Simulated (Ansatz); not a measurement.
Set up this calculation in Ansatz 0.2.0, as the native input.

| Item | Value |
| --- | --- |
| Task | single point |
| Functional | PBE |
| Potentials or basis | Ansatz PAW |
| Cutoff | 420 eV (not typed: the program's choice for these potentials) |
| k mesh | 8 × 8 × 8 |
| Occupations | fermi-dirac, width 0.05 eV |
| Spin | collinear spin, ferromagnetic start |
| Starting moments | [0.0, 2.5, 0.0, 0.0] μB |

The system is TlNiS2.

```
Tl Ni S
1.0
     1.88728    1.08962    6.85156
    -1.88728    1.08962    6.85156
     0.00000   -2.17925    6.85156
Tl Ni S
1 1 2
Direct
  0.50000 0.50000 0.50000
  0.00000 0.00000 0.00000
  0.26670 0.26670 0.26670
  0.73330 0.73330 0.73330
```

The cell comes from a database or a generator and needn't be the stable form of this composition.

These files were run (other wordings do the same):

input.yaml

```yaml
crystal:
  lattice:
    - [1.88728415, 1.08962401, 6.85156163]
    - [-1.88728415, 1.08962401, 6.85156163]
    - [0.0, -2.17924802, 6.85156163]
  atoms:
    - { symbol: Tl, position: [0.5, 0.5, 0.5] }
    - { symbol: Ni, position: [0.0, 0.0, 0.0], spin: 2.5 }
    - { symbol: S, position: [0.2667, 0.2667, 0.2667] }
    - { symbol: S, position: [0.7333, 0.7333, 0.7333] }
hamiltonian:
  xc: pbe
  pseudopotentials: { kind: paw }
magnetization:
  spin_polarized: true
kpoints:
  mp_grid: { grid: [8, 8, 8] }
scf:
  occupations: { method: fermi_dirac, width: 0.05 }
output:
  forces: true
  stress: true
  eigenvalues: true
  write_density: true
  write_potential: true
  elf: true
  volumetric_format: npy
```

Potentials or basis: Ansatz PAW.

The run is started by

```console
$ ansatz run input.yaml --threads 2 --pin off --max-ram 5120MiB --backend cpu --events-out ev --progress --plain --runs-dir out
```

It gave:

* Pressure: -7.0 GPa
* Largest force: 1.202 eV/Å
* Band gap on the k mesh: none (metal or under the smearing width)
* Net moment: 1.16 μB per cell
* Absolute moment: 1.26 μB per cell
* Site moments: Tl +0.00; Ni +0.97; S +0.06 μB

Caveat: a cell with one magnetic atom can't hold antiferromagnetic order, which such compounds often take; forces of over 1 eV/Å show positions far from the minimum, so gaps and moduli don't describe the material at rest.

Wall time 25 s on 2 threads of Arm Neoverse N1, on a shared host, peak memory 0.54 GiB.
